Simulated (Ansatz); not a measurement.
**C3H8AlN: basis-set convergence**

How large a basis does C3H8AlN need? Two functionals are run in growing sets.

Program: Ansatz 0.2.0, Gaussian basis. Level of theory: one geometry, several basis sets. These are calculated values, not measurements.

The runs, in order: PBE0-D4/def2-SVP; ωB97M-V/def2-SVP; PBE0-D4/def2-QZVPP; ωB97M-V/def2-QZVPP; the functionals' def2-TZVPP values are taken from earlier runs.

## (1) Structure used throughout

The geometry comes from an earlier relaxation with PBE0-D4 in a triple-zeta def2 set; it is a stationary point, not always the lowest conformer.

13 atoms, charge 0, spin multiplicity 1.

Atoms are counted from 1 here; the program's logs count them from 0.

Bond lengths: C1–C2 1.495 Å, C1–H6 1.098 Å, C1–H7 1.097 Å, C1–H8 1.090 Å, C2–C3 1.352 Å, C2–H9 1.085 Å, C3–N4 1.385 Å, C3–Al5 1.937 Å, N4–H10 1.005 Å, N4–H11 1.009 Å, Al5–H12 1.593 Å, Al5–H13 1.585 Å. Angles: C2–C1–H6 111.7°, C2–C1–H7 111.4°, C2–C1–H8 111.9°, H6–C1–H7 106.6°, H6–C1–H8 107.3°, H7–C1–H8 107.6°, C1–C2–C3 124.0°, C1–C2–H9 117.8°, C3–C2–H9 118.1°, C2–C3–N4 121.7°, C2–C3–Al5 113.8°, N4–C3–Al5 124.5°, C3–N4–H10 117.2°, C3–N4–H11 117.7°, H10–N4–H11 113.1°, C3–Al5–H12 120.6°, C3–Al5–H13 117.7°, H12–Al5–H13 121.7°.

As a file:

```
C    -1.6593   -0.9036    0.4788
C    -0.5031    0.0245    0.6695
C     0.5103    0.1634   -0.2153
N     0.5765   -0.5980   -1.3702
Al    1.8493    1.4544    0.3247
H    -2.1957   -0.6977   -0.4570
H    -1.3302   -1.9489    0.4284
H    -2.3823   -0.8235    1.2905
H    -0.4696    0.6117    1.5813
H     1.1622   -0.2575   -2.1121
H    -0.2761   -1.0234   -1.7017
H     3.0585    1.8219   -0.6444
H     1.6801    2.1421    1.7423
```

## (2) PBE0-D4 in def2-SVP

The input, in.yaml:

```yaml
crystal:
  periodic: [false, false, false]
  atoms:
    - {symbol: C, position_ang: [-1.659255, -0.903639, 0.478765]}
    - {symbol: C, position_ang: [-0.503093, 0.024495, 0.669499]}
    - {symbol: C, position_ang: [0.510288, 0.163381, -0.215261]}
    - {symbol: N, position_ang: [0.576457, -0.597983, -1.370183]}
    - {symbol: Al, position_ang: [1.849268, 1.454358, 0.324693]}
    - {symbol: H, position_ang: [-2.195663, -0.697669, -0.456962]}
    - {symbol: H, position_ang: [-1.330247, -1.948938, 0.428445]}
    - {symbol: H, position_ang: [-2.382334, -0.823489, 1.290480]}
    - {symbol: H, position_ang: [-0.469553, 0.611740, 1.581319]}
    - {symbol: H, position_ang: [1.162210, -0.257525, -2.112081]}
    - {symbol: H, position_ang: [-0.276060, -1.023407, -1.701724]}
    - {symbol: H, position_ang: [3.058502, 1.821865, -0.644387]}
    - {symbol: H, position_ang: [1.680080, 2.142110, 1.742297]}
basis:
  gaussian: {orbitals: def2-SVP}
hamiltonian: {xc: pbe0, dispersion: d4}
output: {orbitals: {seedname: orbitals}}
```

Further steps of the session: ωB97M-V in def2-SVP; PBE0-D4 in def2-QZVPP; ωB97M-V in def2-QZVPP.

Before running them: what should the planned runs give, taken together? Wanted: PBE0-D4: double and triple zeta above quadruple; ωB97M-V: double and triple zeta above quadruple.

As calculated:

```
                                       quantity          value
PBE0-D4: double and triple zeta above quadruple  8.05, 0.48 eV
ωB97M-V: double and triple zeta above quadruple  8.31, 0.47 eV
```

PBE0-D4 gains 7.57 eV from double to triple zeta, then 0.48 eV more. These are total energies; as a rule much of such shifts cancels in differences, which this series doesn't test.
